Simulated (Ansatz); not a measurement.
**Ti3C2: properties at the relaxed cell**

An exercise on one series of results from a longer session: the logs are not shown, and one member is left open.

Method: DFT PBEsol, scalar-relativistic, plane waves, PAW, in Ansatz 0.2.0.

1 further run of the same task is left out (set aside as unsound or not needed).

## Starting point

It takes space group P6_3/mmc (No. 194, hexagonal). The conventional cell has a = 3.042 Å, b = 3.042 Å, c = 14.985 Å, α = 90.00°, β = 90.00°, γ = 120.00°. Ti (site symmetry 3m) has 3 C at 2.05 Å in its first shell of neighbours. Ti (site symmetry -3m) has 6 C at 2.18 Å in its first shell of neighbours. C (site symmetry 3m) is surrounded by 6 Ti at 2.05 to 2.18 Å.

Coordinates:

```xyz
10
Lattice="3.0421 0.0000 0.0000 -1.5210 2.6345 0.0000 0.0000 0.0000 14.9846" Properties=species:S:1:pos:R:3 pbc="T T T"
Ti    0.0000    1.7564   12.6439
Ti    1.5210    0.8782    5.1516
Ti    1.5210    0.8782    2.3407
Ti    0.0000    1.7564    9.8331
Ti    0.0000    0.0000    0.0000
Ti    0.0000    0.0000    7.4923
C     1.5210    0.8782   13.7017
C     0.0000    1.7564    6.2094
C     1.5210    0.8782    8.7753
C     0.0000    1.7564    1.2830
```

It goes back to an entry of the Materials Project, which need not be the stable form.

It is the result of an earlier relaxation at this level (volume 12.01 Å³/atom; gap on the mesh: none (metal)).

Set-up of the first run:

input.yaml reads:

```yaml
crystal:
  lattice:
    - [3.0420899491, 0.0, 0.0]
    - [-1.5210449746, 2.6345271765, 0.0]
    - [0.0, 0.0, 14.9846493651]
  atoms:
    - { symbol: Ti, position: [0.3333333333, 0.6666666667, 0.843791465] }
    - { symbol: Ti, position: [0.6666666667, 0.3333333333, 0.343791465] }
    - { symbol: Ti, position: [0.6666666667, 0.3333333333, 0.156208535] }
    - { symbol: Ti, position: [0.3333333333, 0.6666666667, 0.656208535] }
    - { symbol: Ti, position: [0.0, 0.0, 0.0] }
    - { symbol: Ti, position: [0.0, 0.0, 0.5] }
    - { symbol: C, position: [0.6666666667, 0.3333333333, 0.9143810442] }
    - { symbol: C, position: [0.3333333333, 0.6666666667, 0.4143810442] }
    - { symbol: C, position: [0.6666666667, 0.3333333333, 0.5856189558] }
    - { symbol: C, position: [0.3333333333, 0.6666666667, 0.0856189558] }
basis:
  ecutwfc: 420
kpoints:
  mp_grid: { grid: [12, 12, 4] }
  band_path:
    path:
      - [[0.0, 0.0, 0.0], [0.5, 0.0, 0.0], [0.33333333, 0.33333333, 0.0], [0.0, 0.0, 0.0], [0.0, 0.0, 0.5], [0.5, 0.0, 0.5], [0.33333333, 0.33333333, 0.5], [0.0, 0.0, 0.5]]
      - [[0.5, 0.0, 0.5], [0.5, 0.0, 0.0]]
      - [[0.33333333, 0.33333333, 0.5], [0.33333333, 0.33333333, 0.0]]
    npoints: 14
hamiltonian:
  xc: pbesol
scf:
  occupations: { method: gaussian, width: 0.1 }
  n_extra_bands: 25
output:
  forces: true
  stress: true
  eigenvalues: true
  populations: true
  dos: { projected: true, de: 0.02, nscf_kmesh: { grid: [18, 18, 6] } }
  bader: true
  write_density: true
  write_potential: true
  elf: true
  volumetric_format: npy
```

Started as:

```
$ ansatz run input.yaml --threads 2 --pin off --max-ram 5120MiB --backend cpu --events-out ev --progress --plain --runs-dir out
```

Among the steps run: Electronic structure at the relaxed geometry; Point at V/V0 = 0.97; Point at V/V0 = 1.03; Point at V/V0 = 0.94; Volume × 1.06.

One of the session's tables, all rows but one given; the rest of the session is left out.

It belongs to the step «Energy against volume». 

| volume (Å³/atom) | energy above the lowest point (meV/atom) | pressure (GPa) |
| --- | --- | --- |
| 11.289 | 22.3 | 10.47 |
| 11.649 | 5.2 | 4.83 |
| 12.009 | 0.0 | -0.03 |
| 12.370 | ? | ? |
| 12.730 | 18.3 | -7.50 |

**Question.** Estimate the row for volume (Å³/atom) = 12.370.

Worked estimate for «energy above the lowest point (meV/atom)». A straight line through the neighbours (12.009, 0.0) and (12.730, 18.3) gives 0.0 + (18.3 − 0.0) × (12.370 − 12.009) / (12.730 − 12.009) = 9.2; a parabola fitted to 3 rows on both sides gives 4.4.

**Answer.** energy above the lowest point (meV/atom): 4.9; pressure (GPa): -4.15. In «energy above the lowest point (meV/atom)» the line misses by +4.3 and the parabola by -0.5.
